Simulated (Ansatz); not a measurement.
**H₆O₂SSi₂: small, medium and large basis sets**

One table from this session's results is given with a row withheld; the runs are named, their logs left out.

Program: Ansatz 0.2.0, Gaussian basis. Level of theory: one geometry, several basis sets. These are calculated values, not measurements.

The runs, in order: PBE0-D4/def2-SVP; ωB97M-V/def2-SVP; PBE0-D4/def2-QZVPP; ωB97M-V/def2-QZVPP; the functionals' def2-TZVPP values are taken from earlier runs.

## The relaxed structure

All runs share one geometry, relaxed beforehand with PBE0-D4 in a triple-zeta def2 set.

SMILES `O[SiH](O)S[SiH3]`, 11 atoms, charge 0, spin multiplicity 1.

Atoms are counted from 1 here; the program's logs count them from 0.

Bond lengths: O1–Si2 1.628 Å, O1–H6 0.959 Å, Si2–O3 1.636 Å, Si2–S4 2.139 Å, Si2–H7 1.478 Å, O3–H8 0.958 Å, S4–Si5 2.140 Å, Si5–H9 1.484 Å, Si5–H10 1.484 Å, Si5–H11 1.482 Å. Angles: Si2–O1–H6 117.9°, O1–Si2–O3 108.6°, O1–Si2–S4 113.9°, O1–Si2–H7 104.7°, O3–Si2–S4 106.4°, O3–Si2–H7 113.7°, S4–Si2–H7 109.8°, Si2–O3–H8 117.5°, Si2–S4–Si5 98.0°, S4–Si5–H9 110.9°, S4–Si5–H10 110.9°, S4–Si5–H11 105.9°, H9–Si5–H10 109.2°, H9–Si5–H11 110.1°, H10–Si5–H11 109.8°.

The first run:

in.yaml reads:

```yaml
crystal:
  periodic: [false, false, false]
  atoms:
    - {symbol: O, position_ang: [-1.558695, -0.443510, 1.408753]}
    - {symbol: Si, position_ang: [-0.113161, -0.849586, 0.780535]}
    - {symbol: O, position_ang: [0.106769, -2.459113, 0.974446]}
    - {symbol: S, position_ang: [0.056873, -0.466138, -1.317001]}
    - {symbol: Si, position_ang: [0.499836, 1.624832, -1.202118]}
    - {symbol: H, position_ang: [-2.340449, -0.861845, 1.043197]}
    - {symbol: H, position_ang: [0.862396, -0.023045, 1.521140]}
    - {symbol: H, position_ang: [0.751683, -2.889252, 0.410721]}
    - {symbol: H, position_ang: [-0.500517, 2.332768, -0.365600]}
    - {symbol: H, position_ang: [1.854005, 1.849916, -0.637703]}
    - {symbol: H, position_ang: [0.446459, 2.127773, -2.595671]}
basis:
  gaussian: {orbitals: def2-SVP}
hamiltonian: {xc: pbe0, dispersion: d4}
output: {orbitals: {seedname: orbitals}}
```

Steps of the session up to this table: PBE0-D4 in def2-SVP; ωB97M-V in def2-SVP; PBE0-D4 in def2-QZVPP; ωB97M-V in def2-QZVPP.

One of the session's tables, all rows but one given; the rest of the session is left out.

| functional | basis | HOMO (eV) | LUMO (eV) |
| --- | --- | --- | --- |
| PBE0-D4 | def2-SVP | -7.54 | 0.44 |
| PBE0-D4 | def2-TZVPP | -7.64 | 0.00 |
| PBE0-D4 | def2-QZVPP | -7.67 | -0.22 |
| ωB97M-V | def2-SVP | ? | ? |
| ωB97M-V | def2-TZVPP | -9.81 | 1.63 |
| ωB97M-V | def2-QZVPP | -9.84 | 1.12 |

**Question.** Estimate the row for ωB97M-V, def2-SVP.

The run gave: HOMO (eV): -9.67; LUMO (eV): 2.35. In the column «HOMO (eV)» it lies between ωB97M-V, def2-TZVPP (-9.81) and PBE0-D4, def2-QZVPP (-7.67).
